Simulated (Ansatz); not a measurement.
# C2H4BClS: the cost of one run

Method: RKS B3LYP-D4/STO-3G, in Ansatz 0.2.0.

## 1. The structure to begin with

Bond lengths: B1–S2 1.872 Å, S2–C3 1.789 Å, C3–C4 1.260 Å, C3–Cl5 1.783 Å, B1–H6 1.245 Å, B1–H7 1.139 Å, C4–H8 1.111 Å, C4–H9 1.137 Å. Angles: B1–S2–C3 91.8°, S2–B1–H6 116.4°, S2–B1–H7 122.6°, H6–B1–H7 120.9°, S2–C3–C4 121.9°, S2–C3–Cl5 117.9°, C4–C3–Cl5 119.9°, C3–C4–H8 120.5°, C3–C4–H9 124.6°, H8–C4–H9 114.6°.

Structure file:

```xyz
9

B     0.0123   -0.0963   -1.8565
S     0.9871    0.9891   -0.6827
C     0.5155   -0.0111    0.7239
C    -0.4313    0.3188    1.4873
Cl    1.5398   -1.4115    1.1340
H    -1.1705    0.2329   -2.0610
H     0.4761   -0.9823   -2.4014
H    -1.0769    1.1894    1.2411
H    -0.7637   -0.2753    2.3982
```

## 2. Relaxing the start

File input.yaml:

```yaml
crystal:
  periodic: [false, false, false]
  atoms:
    - { symbol: B, position_ang: [0.0123, -0.0963, -1.8565] }
    - { symbol: S, position_ang: [0.9871, 0.9891, -0.6827] }
    - { symbol: C, position_ang: [0.5155, -0.0111, 0.7239] }
    - { symbol: C, position_ang: [-0.4313, 0.3188, 1.4873] }
    - { symbol: Cl, position_ang: [1.5398, -1.4115, 1.134] }
    - { symbol: H, position_ang: [-1.1705, 0.2329, -2.061] }
    - { symbol: H, position_ang: [0.4761, -0.9823, -2.4014] }
    - { symbol: H, position_ang: [-1.0769, 1.1894, 1.2411] }
    - { symbol: H, position_ang: [-0.7637, -0.2753, 2.3982] }
basis:
  gaussian: { orbitals: STO-3G }
hamiltonian:
  xc: b3lyp
  dispersion: d4
relax:
  f_tol: 0.02
  max_steps: 40
scf:
  lower_state_search: "off"
output:
  orbitals: {}
```

Launch:

```
ansatz run input.yaml --threads 1 --pin off --max-ram 2048MiB --backend cpu --events-out ev --progress --plain --runs-dir out
```

**Question.** How long does this run take on 1 thread of Intel Xeon 6975P-C (Granite Rapids), shared host, and how much memory does it need?

About 22 s, with a peak of 0.16 GiB.
